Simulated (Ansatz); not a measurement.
# FGaH4Si2, SMILES [F][Ga]1[SiH2][SiH2]1: a comparison of dispersion corrections

Computed with Ansatz 0.2.0 through its Python package.

`disp_fgah4si2.py`:
```python
import warnings

import ansatz as az
from ase import Atoms


def main() -> None:
    warnings.simplefilter("ignore", az.DeckWarning)

    atoms = Atoms(["F", "Ga", "Si", "Si", "H", "H", "H", "H"], positions=[
        (1.056, -0.3105, 1.6547),
        (-0.3037, -0.7219, 1.4796),
        (0.178, 1.013, 0.2209),
        (0.2104, -0.9711, -0.7741),
        (1.0985, 1.9008, -0.5406),
        (-1.1425, 1.6008, 0.2803),
        (-0.1089, -0.7931, -2.1994),
        (-0.8955, -1.7752, -0.1772),
    ])
    fgah4si2 = az.Crystal.molecule_from_ase(atoms)

    calc = fgah4si2.calculation().basis(gaussian="def2-SVP")
    for name in ["revpbe", "b3lyp"]:
        for correction in ("d3bj", "d4"):
            rep = calc.functional(name, dispersion=correction).run(threads=1).report
            print(f"{name:8s} {correction:5s} total {rep['free_energy_ev']:.5f} eV, of which dispersion {1000 * rep['dispersion']['energy']['ev']:.2f} meV")


if __name__ == "__main__":
    main()
```

```console
$ python disp_fgah4si2.py
revpbe   d3bj  total -70885.97611 eV, of which dispersion -469.16 meV
revpbe   d4    total -70886.09859 eV, of which dispersion -591.63 meV
b3lyp    d3bj  total -70896.17846 eV, of which dispersion -398.53 meV
b3lyp    d4    total -70896.15938 eV, of which dispersion -379.44 meV
```

Caveats:
- Total energies depend on the basis set; only differences at equal settings carry meaning.
- The geometry is a force-field or estimated start, not a minimum of this method, and the basis set is short of its limit. D4 holds the three-body term, and d3bj doesn't.
- b3lyp holds the VWN-RPA fit, as in Gaussian; the form of ORCA and Turbomole is b3lyp5.
- The whole script took 20 s on 1 thread of Intel(R) Xeon(R) Platinum 8259CL CPU @ 2.50GHz (Skylake/Cascade Lake) (shared host), peak memory 0.3 GiB.
